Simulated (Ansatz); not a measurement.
# SrMg6Ni (Amm2) in Ansatz: notebook

One crystal, SrMg6Ni, is run at these levels: PBE, LDA; tasks: single point.

Everything below comes from runs of Ansatz 0.2.0. Logs are shortened: lines on timing, memory, paths and dates and some standing lists are left out, and cuts for length are marked.

### Step 1. The crystal as given

The structure is orthorhombic, space group Amm2 (No. 38). The conventional cell has a = 4.485 Å, b = 6.256 Å, c = 14.238 Å, α = 90.00°, β = 90.00°, γ = 90.00°. Sr (site symmetry mm2) is surrounded by 8 Mg at 3.28 to 3.61 Å and 2 Ni at 3.38 Å. Around Ni (site symmetry mm2) lie 6 Mg at 2.72 to 2.74 Å. Mg (site symmetry mm2) is surrounded by 8 Mg at 2.99 to 3.37 Å and 2 Sr at 3.35 Å. Mg (site symmetry m) is surrounded by 2 Ni at 2.74 Å and 3 Mg at 2.90 to 3.04 Å. Mg (site symmetry mm2) has 6 Mg at 3.22 to 3.32 Å and 2 Ni at 3.38 Å as nearest neighbours. Mg (site symmetry m) has 1 Ni at 2.72 Å and 5 Mg at 2.90 to 3.08 Å as nearest neighbours.

The cell comes from a database or a generator and needn't be the stable form of this composition.

### Step 2. Single point, PBE, collinear spin, ferromagnetic start

input.yaml reads:

```yaml
crystal:
  lattice:
    - [4.485248, 0.0, 0.0]
    - [0.0, 3.128175, 7.118798]
    - [0.0, -3.128175, 7.118798]
  atoms:
    - { symbol: Sr, position: [0.5, 0.718243, 0.718243] }
    - { symbol: Ni, position: [0.0, 0.895799, 0.895799], spin: 1.0 }
    - { symbol: Mg, position: [0.5, 0.133557, 0.133557] }
    - { symbol: Mg, position: [0.5, 0.165213, 0.679349] }
    - { symbol: Mg, position: [0.5, 0.679349, 0.165213] }
    - { symbol: Mg, position: [0.0, 0.305192, 0.305192] }
    - { symbol: Mg, position: [0.0, 0.304944, 0.797704] }
    - { symbol: Mg, position: [0.0, 0.797704, 0.304944] }
hamiltonian:
  xc: pbe
  pseudopotentials: { kind: paw }
magnetization:
  spin_polarized: true
kpoints:
  mp_grid: { grid: [6, 5, 5] }
scf:
  occupations: { method: gaussian, width: 0.1 }
output:
  forces: true
  stress: true
  eigenvalues: true
  write_density: true
  write_potential: true
  elf: true
  volumetric_format: npy
```

Potentials or basis: Ansatz PAW.

Command:

```console
$ ansatz run input.yaml --threads 4 --pin off --max-ram 11264MiB --backend cpu --events-out ev --progress --plain --runs-dir out
```

Log:

```text
Warning: RAYON_NUM_THREADS=4 ignored (pool sized by the plan → 4); use --threads N
Engine: ansatz 0.2.0, aarch64-unknown-linux-gnu
Pseudopotentials: kind: paw
Pseudopotential: Sr, paw, valence charge 10, recommended cutoff 420 eV (normal), Sr.paw.azcp
Pseudopotential: Ni, paw, valence charge 18, recommended cutoff 420 eV (normal), Ni.paw.azcp
Pseudopotential: Mg, paw, valence charge 10, recommended cutoff 420 eV (normal), Mg.paw.azcp
Functional definition: PBE
  parameter kappa = 0.804
  parameter beta = 0.06672455060314922
  exchange = pbe_x(kappa = kappa, mu = beta*pi^2/3)
  correlation = pbe_c(beta = beta)
Crystal: 8 atoms, lattice volume = 199.763 Å³
Basis set: ecut = 420 eV, 3879 PW (Γ), exchange–correlation on 60×108×108 points (8 copies of the dense FFT grid, shifted against one another)
Bands: 54, of which v1, the nominal top of the filled ones, is band 44 counted from 1 (43 counted from 0)
Symmetry: 4 space group operations
Space group: Amm2 (ITA 38), of the structure as read, at distance tolerance 5.8e-5 Å
Magnetic group: BNS 38.187 (UNI 285), of the structure as read, at distance tolerance 5.8e-5 Å
k-points: 36 of 150 (time reversal used)
Non-local potential: Sr, projectors of the file, l = 0: 3, l = 1: 2, l = 2: 2
Non-local potential: Ni, projectors of the file, l = 0: 3, l = 1: 2, l = 2: 3, l = 3: 1
Non-local potential: Mg, projectors of the file, l = 0: 3, l = 1: 2, l = 2: 1
PAW form: soft (Blöchl's): semilocal exchange-correlation on the pseudo side does not see the compensation charge
PAW one-centre angular grid: Sr, 110 points (default); XC on 64 Gauss nodes
PAW one-centre angular grid: Ni, 590 points (default); XC on 64 Gauss nodes
PAW one-centre angular grid: Mg, 110 points (default); XC on 64 Gauss nodes
Initial density: superposition of atomic densities (chi_scale 0.1, normalization cell, long waves kept (reshape's long-wave potential 0.06 eV rms))
Starting moments: Σ|m| = 1 μB on 1 of 8 sites
Initial wavefunctions: pseudopotential atomic-orbital guess
Functional: x = pbe(κ = 0.804, μ = 0.2195149727645171), c = pbe(β = 0.06672455060314922)
SCF iter   1: F=—  HF=-20928.881571 eV  |F-HF|=—  |Δ(HF+E_count)|=         —  Δρ=5.75e-2 (↑5.75e-2 ↓4.36e-2)  dr2=2.23e1  dr2_m=1.03e-1  M=0.515 μB ∫|m|=1.000 μB  β_m=0.30  ethr=3.10e-3  ⟨swp⟩=9.1  Hψ=17851  notcnv=0
Mixer restart at iter 1: flushing history
preconditioner: auto → Kerker (q_TF=auto, 2.380 Å⁻¹)  [metal: Δε(μ)=0.008 eV  Ē_g=3.969 eV  σ=0.100 eV  W_gap=0.05  n_scr=44 (ndim 8)  ℏωp=12.9 eV  f_vac=0.000  D(μ)=5.48/eV (n_scr^D=40)]
spin=Collinear: Kerker preconditioning applied to the charge; magnetization (m = ρ↑ − ρ↓) channel mixes plain (no charge-response kernel on spin).
SCF iter   2: F=—  HF=-20924.764813 eV  |F-HF|=—  |Δ(HF+E_count)|=    4.12e0  Δρ=4.06e-2 (↑1.10e-2 ↓4.06e-2)  dr2=3.58e0  dr2_m=6.76e-1  M=0.211 μB ∫|m|=0.442 μB  β_m=0.27  ethr=3.10e-3  ⟨swp⟩=3.3  Hψ=9505  notcnv=0  defer=199
SCF iter   3: F=—  HF=-20925.274035 eV  |F-HF|=—  |Δ(HF+E_count)|=   5.09e-1  Δρ=2.09e-2 (↑1.34e-2 ↓2.09e-2)  dr2=1.71e0  dr2_m=4.34e-1  M=0.212 μB ∫|m|=0.451 μB  β_m=0.17  ethr=3.10e-3  ⟨swp⟩=2.0  Hψ=5757  notcnv=0  defer=199
SCF iter   4: F=—  HF=-20925.550217 eV  |F-HF|=—  |Δ(HF+E_count)|=   2.76e-1  Δρ=2.36e-2 (↑7.77e-3 ↓2.36e-2)  dr2=1.19e0  dr2_m=3.70e-1  M=0.109 μB ∫|m|=0.275 μB  β_m=0.20  ethr=1.94e-3  ⟨swp⟩=2.1  Hψ=4521  notcnv=0  defer=199
SCF iter   5: F=—  HF=-20926.145571 eV  |F-HF|=—  |Δ(HF+E_count)|=   5.95e-1  Δρ=9.23e-3 (↑9.23e-3 ↓7.07e-3)  dr2=2.99e-1  dr2_m=1.07e-1  M=0.038 μB ∫|m|=0.141 μB  β_m=0.56  ethr=1.36e-3  ⟨swp⟩=2.8  Hψ=7324  notcnv=0  defer=199
SCF iter   6: F=—  HF=-20926.227228 eV  |F-HF|=—  |Δ(HF+E_count)|=   8.17e-2  Δρ=2.10e-3 (↑2.10e-3 ↓1.91e-3)  dr2=1.14e-2  dr2_m=6.59e-3  M=-0.009 μB ∫|m|=0.021 μB  β_m=0.78  ethr=3.40e-4  ⟨swp⟩=2.8  Hψ=6022  notcnv=0  defer=236
SCF iter   7: F=—  HF=-20926.226590 eV  |F-HF|=—  |Δ(HF+E_count)|=   6.38e-4  Δρ=9.20e-4 (↑6.12e-4 ↓9.20e-4)  dr2=5.20e-3  dr2_m=7.38e-4  M=-0.003 μB ∫|m|=0.008 μB  β_m=0.89  ethr=1.30e-5  ⟨swp⟩=1.5  Hψ=3975  notcnv=0  defer=236
SCF iter   8: F=—  HF=-20926.225713 eV  |F-HF|=—  |Δ(HF+E_count)|=   8.77e-4  Δρ=8.56e-4 (↑6.10e-4 ↓8.56e-4)  dr2=3.81e-3  dr2_m=2.93e-5  M=0.000 μB ∫|m|=0.003 μB  β_m=0.95  ethr=5.90e-6  ⟨swp⟩=2.0  Hψ=4733  notcnv=0  defer=236
SCF iter   9: F=—  HF=-20926.225898 eV  |F-HF|=—  |Δ(HF+E_count)|=   1.85e-4  Δρ=2.48e-4 (↑1.35e-4 ↓2.48e-4)  dr2=6.68e-5  dr2_m=6.44e-5  M=-0.000 μB ∫|m|=0.003 μB  β_m=0.97  ethr=4.33e-6  ⟨swp⟩=2.0  Hψ=4482  notcnv=0  defer=236
SCF iter  10: F=—  HF=-20926.225908 eV  |F-HF|=—  |Δ(HF+E_count)|=   1.00e-5  Δρ=8.44e-5 (↑8.44e-5 ↓2.59e-5)  dr2=9.98e-6  dr2_m=4.67e-6  M=0.000 μB ∫|m|=0.001 μB  β_m=0.99  ethr=7.59e-8  ⟨swp⟩=2.0  Hψ=5038  notcnv=0  defer=236
SCF iter  11: F=—  HF=-20926.225907 eV  |F-HF|=—  |Δ(HF+E_count)|=   1.07e-6  Δρ=3.20e-5 (↑7.59e-6 ↓3.20e-5)  dr2=2.81e-6  dr2_m=3.94e-7  M=0.000 μB ∫|m|=0.000 μB  β_m=0.95  ethr=1.13e-8  ⟨swp⟩=2.0  Hψ=5528  notcnv=0  defer=236
SCF iter  12: F=—  HF=-20926.225908 eV  |F-HF|=—  |Δ(HF+E_count)|=   5.16e-7  Δρ=1.12e-5 (↑7.44e-6 ↓1.12e-5)  dr2=7.76e-7  dr2_m=7.30e-9  M=0.000 μB ∫|m|=0.000 μB  β_m=0.97  ethr=3.19e-9  ⟨swp⟩=2.9  Hψ=6872  notcnv=0  defer=236
SCF iter  13: F=—  HF=-20926.225908 eV  |F-HF|=—  |Δ(HF+E_count)|=   1.62e-9  Δρ=6.88e-7 (↑6.24e-7 ↓6.88e-7)  dr2=5.04e-9  dr2_m=1.98e-10  M=-0.000 μB ∫|m|=0.000 μB  β_m=0.99  ethr=8.82e-10  ⟨swp⟩=2.0  Hψ=4544  notcnv=0  defer=236
SCF iter  14: F=-20926.225908 eV  HF=-20926.225908 eV  |F-HF|=3.88e-8  |Δ(HF+E_count)|=   5.68e-9  Δρ=2.25e-6 (↑2.25e-6 ↓2.05e-6)  dr2=4.16e-8  dr2_m=2.22e-11  M=-0.000 μB ∫|m|=0.000 μB  ethr=5.73e-12  ⟨swp⟩=15.2  Hψ=27703  notcnv=0
SCF 1 converged in 14 iterations: F = -20926.225908 eV  dr2 = 4.16e-8
WARN: the starting moments were not kept: the SCF closed with an absolute magnetisation of 1.1e-5 μB, where they sum to 1 μB in size (1 site). That is at most 0.1 of that sum. Measured as dr2_m measures the in/out step, that magnetisation stands 4.9e-11 eV from none, at or under the dr2_threshold of 1.0e-7 eV: it is no larger than a step whose dr2_m would equal this threshold. The system may hold no moment; this SCF shows only that its start led to no more than that. To try another start: raise the starting moments (crystal.atoms[].spin, magnetization.per_species, magnetization.initial_magnetization, or on a non-collinear deck that types none of these the spinor_matrix: blocks that start its atoms; where the total moment is fixed, keep their sum and leave initial_magnetization as it is; typed ones take the place of any that the run laid by itself, positive ones on a crystal's lanthanoids without a Hubbard term where scf.initial_density.shell_occupations: [] is typed) or, if the notice of its spin-set hold's release reads "site moments contracting" or "site moments show no strong build", lengthen the hold (scf.mixing.spin_hold: { on: { confirm: 4 } }; for m-r²SCAN on two components see the key's manual first). Each may lead to a state that holds a moment. A second SCF, from the converged charge density, with the starting moments and any scf.initial_density.shell_occupations laid on it anew, would have followed, and was not run: the deck does not ask for one (magnetization.retry_lost_moments is false, the default). To let it run, set magnetization.retry_lost_moments: true and run the deck again, where that key's refused combinations let it; where memory then withholds it, that run's warning says so.
SCF converged after 14 iterations
Magnetization: -0.0000 μB (44.0000 up, 44.0000 down)
Absolute magnetization: 0.0000 μB (∫|ρ↑−ρ↓|, with the PAW one-centre terms)
Spin contamination: 0.0000 ħ² per cell (⟨S²⟩ above its minimum at these occupations)
Per-site moments (μB) at R_I (Å): [(-3.214057791260376e-7, 1.3524140876996669), (3.851162409369942e-6, 1.1237020439864895), (-1.8613994390743235e-8, 1.2318402828308956), (-3.54480980038575e-7, 1.128285089874602), (-3.5448097979329266e-7, 1.128285089874602), (-1.1462819000512522e-7, 1.329960624952715), (-2.2742338730382988e-7, 1.1237020439864895), (-2.2742338701295085e-7, 1.1237020439864895)]
Free energy (F): -20926.225908 eV
Harris-Foulkes:  -20926.225908 eV  (|F-HF|=3.88e-8)
Internal energy: -20926.206638 eV  (E = F + TS)
E sigma→0 (E₀):  -20926.216273 eV
Entropy (-TS):   -0.019269 eV (-2.409 meV/atom)
Fermi energy:    5.948895 eV
--- Per-component energies (eV) ---
  E_band       = -2721.342441
  E_kinetic    = 976.687362
  E_local      = -16600.486166  (includes V_loc(G=0)·N_el)
  E_nonlocal   = 1418.932501
  E_hartree    = 6359.373043
  E_xc         = -425.872080
  E_vxc        = -487.603024  (∫ρ·V_xc dr)
  E_paw        = -6085.929646  (= ΣΔE_a)
  E_vpaw       = -747.639559  (= ΣTr[D̂ρ^β])
  E_aug_tail   = 0.000503  (compensation charges beyond the density's cutoff)
  E_ewald      = -6568.912154
  E_smearing   = -0.019269  (= −TS)
  E_closure    = -0.000000  (closes the sum)
  Σ components = -20926.225908   (vs F -20926.225908, Δ=0.00e0)
--- Forces (eV/Å), atoms counted from 1 ---
  atom   1  Sr     0.00000000     0.00000000     0.01798365
  atom   2  Ni     0.00000000     0.00000000     0.02336204
  atom   3  Mg     0.00000000     0.00000000    -0.00366374
  atom   4  Mg     0.00000000    -0.04971854     0.00512379
  atom   5  Mg     0.00000000     0.04971854     0.00512379
  atom   6  Mg     0.00000000     0.00000000     0.01459308
  atom   7  Mg     0.00000000     0.04356191    -0.03126180
  atom   8  Mg     0.00000000    -0.04356191    -0.03126180
  max |Σ_I F_I| component: 9.87e-7 eV/Å
--- Stress (GPa, compression-positive) ---
        0.225507       0.000000       0.000000
        0.000000      -0.098001       0.000000
        0.000000       0.000000      -0.452699
  P = ⅓ Tr σ = -0.1084 GPa (-1.084 kbar)
--- Band table (eV; the first three rows and the last of 72) ---
  k-point 0 ↑: bands = ["-96.3805", "-70.2706", "-69.9096", "-69.7465", "-69.7452", "-69.6714", "-69.6700", "-56.8294", "-56.8047", "-56.7490", "-37.0357", "-37.0309", "-37.0066", "-36.6667", "-36.6660", "-36.6656", "-36.5222", "-36.5123", "-36.5114", "-36.5092", "-36.4842", "-36.4739", "-36.4492", "-36.4471", "-36.4333", "-36.4113", "-36.4044", "-36.4025", "-29.6003", "-11.6968", "-11.6373", "-11.5873", "-0.3531", "2.5195", "2.9289", "3.5743", "3.8164", "4.7185", "4.7388", "4.7469", "4.8412", "4.9999", "5.4125", "5.4796", "6.5428", "7.5588", "8.1722", "8.5834", "9.0248", "9.1032", "9.3271", "9.7750", "10.0554", "10.1808"]
  k-point 1 ↑: bands = ["-96.3805", "-70.2706", "-69.9096", "-69.7464", "-69.7453", "-69.6713", "-69.6701", "-56.8294", "-56.8047", "-56.7490", "-37.0357", "-37.0309", "-37.0066", "-36.6667", "-36.6659", "-36.6656", "-36.5208", "-36.5124", "-36.5113", "-36.5102", "-36.4834", "-36.4750", "-36.4490", "-36.4473", "-36.4314", "-36.4132", "-36.4042", "-36.4027", "-29.6003", "-11.6979", "-11.6372", "-11.5872", "-0.1766", "2.1781", "2.6012", "3.3065", "4.1858", "4.5035", "4.7294", "4.8479", "4.8883", "4.9501", "5.7173", "6.4777", "6.6485", "7.6995", "7.9496", "8.1557", "8.6921", "8.8840", "9.2192", "9.3928", "9.6586", "10.4726"]
  k-point 2 ↑: bands = ["-96.3805", "-70.2706", "-69.9096", "-69.7461", "-69.7456", "-69.6710", "-69.6704", "-56.8294", "-56.8047", "-56.7490", "-37.0357", "-37.0309", "-37.0066", "-36.6667", "-36.6659", "-36.6656", "-36.5173", "-36.5130", "-36.5125", "-36.5112", "-36.4813", "-36.4778", "-36.4486", "-36.4477", "-36.4270", "-36.4177", "-36.4039", "-36.4030", "-29.6003", "-11.6997", "-11.6371", "-11.5872", "0.2968", "1.3395", "2.4107", "3.0010", "4.4042", "4.6841", "4.7043", "4.8569", "4.8988", "5.2648", "6.3097", "6.8892", "7.0532", "7.6164", "7.9787", "8.1233", "8.1681", "8.7125", "9.0584", "9.5391", "9.6014", "9.6802"]
  k-point 35 ↓: bands = ["-96.3805", "-70.2706", "-69.9096", "-69.7464", "-69.7453", "-69.6713", "-69.6702", "-56.8294", "-56.8048", "-56.7490", "-37.0359", "-37.0309", "-37.0066", "-36.6671", "-36.6663", "-36.6658", "-36.5200", "-36.5138", "-36.5119", "-36.5106", "-36.4835", "-36.4749", "-36.4482", "-36.4465", "-36.4314", "-36.4133", "-36.4042", "-36.4025", "-29.5978", "-11.6903", "-11.6569", "-11.6287", "1.7920", "2.1235", "2.9774", "3.0036", "3.9387", "3.9401", "4.8216", "4.8934", "4.8954", "4.9282", "5.0186", "6.0611", "6.2417", "6.6880", "7.2090", "7.3094", "7.5821", "7.7922", "8.7730", "8.8795", "8.9526", "9.4998"]
```

It took 29 s on 4 threads of Arm Neoverse V2, shared host; peak memory 0.9 GiB.

Results:

```yaml
Free_energy: -20926.2259 eV
Pressure: -0.1 GPa
Largest_force: 0.054 eV/Å
Band_gap_on_the_k_mesh: none (metal or under the smearing width)
Net_moment: 0.00 μB per cell
Absolute_moment: 0.00 μB per cell
```

Forces on the atoms (eV/Å):
```
Sr   0.000  0.000  0.018
Ni   0.000  0.000  0.023
Mg   0.000  0.000 -0.004
Mg   0.000 -0.050  0.005
Mg   0.000  0.050  0.005
Mg   0.000  0.000  0.015
Mg   0.000  0.044 -0.031
Mg   0.000 -0.044 -0.031
```

Caveat: the starting moments weren't kept.

### Step 3. Single point, LDA, collinear spin, ferromagnetic start

Changes to input.yaml since step 2:

```diff
@@ -15,3 +15,3 @@
 hamiltonian:
-  xc: pbe
+  xc: lda
   pseudopotentials: { kind: paw }
@@ -22,3 +22,3 @@
 scf:
-  occupations: { method: gaussian, width: 0.1 }
+  occupations: { method: fermi_dirac, width: 0.02 }
 output:
@@ -27,5 +27 @@
   eigenvalues: true
-  write_density: true
-  write_potential: true
-  elf: true
-  volumetric_format: npy
```

Potentials or basis: Ansatz PAW.

Command:

```console
$ ansatz run input.yaml --threads 4 --pin off --max-ram 11264MiB --backend cpu --events-out ev --progress --plain --runs-dir out
```

Run time: 23 s. Hardware: 4 threads of Arm Neoverse V2, shared host; peak memory 0.83 GiB.

Results (log left out):

```
Free energy            : -20626.5653 eV
Pressure               : -2.7 GPa
Largest force          : 0.214 eV/Å
Band gap on the k mesh : none (metal or under the smearing width)
Net moment             : 0.00 μB per cell
Absolute moment        : 0.00 μB per cell
```

Forces on the atoms (eV/Å):
```
Sr   0.000  0.000  0.118
Ni   0.000  0.000  0.176
Mg   0.000  0.000 -0.045
Mg   0.000 -0.211 -0.037
Mg   0.000  0.211 -0.037
Mg   0.000  0.000  0.062
Mg   0.000 -0.040 -0.119
Mg   0.000  0.040 -0.119
```

Stress tensor (GPa, compression positive):
```
-2.52  0.00  0.00
 0.00 -2.58  0.00
 0.00  0.00 -2.91
```

Levels at points of the mesh, in eV from the Fermi level:
Spin up:
```
            k point  band 40  band 41  band 42  band 43  band 44  band 45  band 46  band 47  band 48  band 49
 (0.00, 0.00, 0.00)    -1.21    -1.11    -0.96    -0.51    -0.48     0.62     1.60     2.21     2.60     3.04
(-0.50, 0.00, 0.00)    -1.28    -1.04    -0.99    -0.61    -0.36    -0.07    -0.05     0.05     0.30     1.42
```
Spin down:
| k point | band 41 | band 42 | band 43 | band 44 | band 45 | band 46 | band 47 | band 48 |
| --- | --- | --- | --- | --- | --- | --- | --- | --- |
| (0.00, 0.00, 0.00) | -1.11 | -0.96 | -0.51 | -0.48 | 0.62 | 1.60 | 2.21 | 2.60 |
| (-0.50, 0.00, 0.00) | -1.04 | -0.99 | -0.61 | -0.36 | -0.07 | -0.05 | 0.05 | 0.30 |

Caveat: the PAW data sets come from PBE, with cores solved anew for the run's functional, which leaves a small shift of forces and pressure; the starting moments weren't kept.
